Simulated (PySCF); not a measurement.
# C4H6Cl2O: the cost of one run

Programs: PySCF 2.14.0, with routines of our own; each step states its level. All values are computed. Atoms count from 0.

## Step 1: The system as given

13 atoms, charge 0, multiplicity 1; geometry from: GFN2-xTB.

## Step 2: Magnetic properties: GIAO BHandHLYP/pcSseg-1

Job settings and geometry (Å):

```
{"job": {"kind": "mag", "xc": "BHandHLYP", "basis": "pcSseg-1", "isotopologues": 2}, "charge": 0, "multiplicity": 1}
C     -1.907201     0.502660    -0.087127
C     -0.767660    -0.255014    -0.703601
O     -0.897668    -1.283078    -1.310663
C      0.598318     0.401513    -0.506265
C      1.686030    -0.651661    -0.419873
Cl     1.522535    -1.558348     1.103489
Cl     3.299189     0.092884    -0.489119
H     -1.848470     1.557162    -0.344706
H     -1.836835     0.414734     0.995880
H     -2.856617     0.088328    -0.414622
H      0.603989     1.032449     0.382202
H      0.787490     1.032180    -1.379854
H      1.612511    -1.373323    -1.236429
```

Method: GIAO BHandHLYP/pcSseg-1 magnetisability, rotational g tensor and spin-rotation constants, non-relativistic, gas phase.

Launch:

```bash
$ OMP_NUM_THREADS=1 python excited_run.py task.json out
```

This one command runs all jobs of the session in turn.

Q: Estimate the wall time and peak memory of this first job on 1 thread of Arm Neoverse N1, shared host.

About 41 s, with a peak of 0.8 GiB.
